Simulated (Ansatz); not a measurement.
# Al(PF3)Cl3 (AlCl₃F₃P): the relaxed shape and its frontier levels

Aim: characterise Al(PF3)Cl3 (AlCl₃F₃P) as a singlet: its structure, frontier levels and distribution of charge.

Method: RKS PBE0-D4/def2-TZVP; program: Ansatz 0.2.0, Gaussian basis.

Levels to be run: relaxation at PBE-D4/def2-SVP; a single point at PBE0-D4/def2-TZVP; harmonic vibrations at PBE-D4/def2-SVP.

2 further runs of the same task are left out: 2 set aside as unsound or not needed.

## 1. Starting geometry

8 atoms, charge 0, spin multiplicity 1.

Atoms are counted from 1 here; the program's logs count them from 0.

Bond lengths: Al1–P2 2.565 Å, Al1–Cl6 2.034 Å, Al1–Cl7 2.031 Å, Al1–Cl8 2.032 Å, P2–F3 1.577 Å, P2–F4 1.576 Å, P2–F5 1.576 Å. Angles: P2–Al1–Cl6 92.1°, P2–Al1–Cl7 93.7°, P2–Al1–Cl8 93.1°, Cl6–Al1–Cl7 119.7°, Cl6–Al1–Cl8 119.6°, Cl7–Al1–Cl8 119.9°, Al1–P2–F3 122.8°, Al1–P2–F4 121.4°, Al1–P2–F5 120.5°, F3–P2–F4 95.0°, F3–P2–F5 95.1°, F4–P2–F5 95.1°.

As a file:

```xyz
8

Al   -0.0092    0.0067   -1.5525
P    -0.0072    0.0018    1.0127
F    -1.3284    0.0964    1.8693
F     0.7702    1.0991    1.8350
F     0.5899   -1.2193    1.8099
Cl    2.0234   -0.0054   -1.6300
Cl   -1.0108    1.7691   -1.6802
Cl   -1.0278   -1.7485   -1.6640
```

The start is a GFN2-xTB geometry.

## 2. Optimising with PBE-D4/def2-SVP

Input file in.yaml:

```yaml
crystal:
  periodic: [false, false, false]
  atoms:
    - {symbol: Al, position_ang: [-0.009220, 0.006700, -1.552530]}
    - {symbol: P, position_ang: [-0.007180, 0.001790, 1.012670]}
    - {symbol: F, position_ang: [-1.328410, 0.096450, 1.869250]}
    - {symbol: F, position_ang: [0.770160, 1.099120, 1.834970]}
    - {symbol: F, position_ang: [0.589880, -1.219280, 1.809860]}
    - {symbol: Cl, position_ang: [2.023360, -0.005410, -1.629990]}
    - {symbol: Cl, position_ang: [-1.010770, 1.769100, -1.680240]}
    - {symbol: Cl, position_ang: [-1.027820, -1.748480, -1.663980]}
basis:
  gaussian: {orbitals: def2-SVP}
hamiltonian: {xc: pbe, dispersion: d4}
scf: {lower_state_search: "off"}
output: {orbitals: {seedname: orbitals}}
relax: {f_tol: 0.02, max_steps: 100}
```

Launch:

```bash
ansatz run in.yaml --threads 4 --pin off --events-out ev --progress --plain --max-ram 4787MiB
```

Further steps of the session: Single point, PBE0-D4/def2-TZVP; Harmonic vibrations.

Before running them: what should the planned runs give, taken together? Wanted: point group; commonest bond; HOMO, LUMO at PBE0-D4/def2-TZVP; dipole at PBE-D4/def2-SVP; lowest, highest wavenumber.

**Answer**, as computed:

```
                       quantity                            value
                    point group                              C3v
                 commonest bond  Al–Cl, 3 of mean length 2.114 Å
HOMO, LUMO at PBE0-D4/def2-TZVP                  -9.18, -1.81 eV
      dipole at PBE-D4/def2-SVP                           2.16 D
     lowest, highest wavenumber                     32, 910 cm⁻¹
```

The molecule keeps its bonding pattern by the stored test; the atoms moved 0.09 Å (rms). All wavenumbers are real: a minimum at this level. The HOMO lies nearest to Cl6, Cl7, Cl8 about 33 % each and the LUMO to P2 51 %; F5 12 %.
